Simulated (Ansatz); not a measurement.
**Cl2H4OSi2: basis-set convergence**

An exercise on one series of results from a longer session: the logs are not shown, and one member is left open.

Program: Ansatz 0.2.0, Gaussian basis. Level of theory: one geometry, several basis sets. These are calculated values, not measurements.

The runs, in order: PBE0-D4/def2-SVP; ωB97M-V/def2-SVP; PBE0-D4/def2-QZVPP; ωB97M-V/def2-QZVPP; the functionals' def2-TZVPP values are taken from earlier runs.

## The geometry

All runs share one geometry, relaxed beforehand with PBE0-D4 in a triple-zeta def2 set.

SMILES `O[SiH2][SiH](Cl)Cl`, 9 atoms, charge 0, spin multiplicity 1.

Atoms are counted from 1 here; the program's logs count them from 0.

Bond lengths: O1–Si2 1.648 Å, O1–H6 0.959 Å, Si2–Si3 2.346 Å, Si2–H7 1.482 Å, Si2–H8 1.489 Å, Si3–Cl4 2.052 Å, Si3–Cl5 2.064 Å, Si3–H9 1.481 Å. Angles: Si2–O1–H6 117.2°, O1–Si2–Si3 109.7°, O1–Si2–H7 106.6°, O1–Si2–H8 112.7°, Si3–Si2–H7 111.3°, Si3–Si2–H8 106.6°, H7–Si2–H8 109.9°, Si2–Si3–Cl4 110.1°, Si2–Si3–Cl5 105.9°, Si2–Si3–H9 117.6°, Cl4–Si3–Cl5 109.5°, Cl4–Si3–H9 107.1°, Cl5–Si3–H9 106.5°.

The first run:

Input file in.yaml:

```yaml
crystal:
  periodic: [false, false, false]
  atoms:
    - {symbol: O, position_ang: [-0.674315, 0.687968, 1.846880]}
    - {symbol: Si, position_ang: [0.587570, 0.168934, 0.923167]}
    - {symbol: Si, position_ang: [-0.104590, -0.059238, -1.306756]}
    - {symbol: Cl, position_ang: [1.265955, -1.165956, -2.359970]}
    - {symbol: Cl, position_ang: [-1.901976, -1.072221, -1.239188]}
    - {symbol: H, position_ang: [-1.490687, 0.187039, 1.795407]}
    - {symbol: H, position_ang: [1.654981, 1.188745, 1.054327]}
    - {symbol: H, position_ang: [1.102014, -1.162228, 1.347778]}
    - {symbol: H, position_ang: [-0.350255, 1.180458, -2.078745]}
basis:
  gaussian: {orbitals: def2-SVP}
hamiltonian: {xc: pbe0, dispersion: d4}
output: {orbitals: {seedname: orbitals}}
```

Among the steps run: PBE0-D4 in def2-SVP; ωB97M-V in def2-SVP; PBE0-D4 in def2-QZVPP; ωB97M-V in def2-QZVPP.

One of the session's tables, all rows but one given; the rest of the session is left out.

It belongs to the step «Functionals by basis». 

| functional | basis | HOMO (eV) |
| --- | --- | --- |
| PBE0-D4 | def2-SVP | -7.88 |
| PBE0-D4 | def2-TZVPP | -7.99 |
| PBE0-D4 | def2-QZVPP | ? |
| ωB97M-V | def2-SVP | -9.89 |
| ωB97M-V | def2-TZVPP | -10.03 |
| ωB97M-V | def2-QZVPP | -10.07 |

Estimate the missing values for PBE0-D4, def2-QZVPP.

**Answer.** HOMO (eV): -8.02. In the column «HOMO (eV)» it lies between ωB97M-V, def2-SVP (-9.89) and PBE0-D4, def2-TZVPP (-7.99).
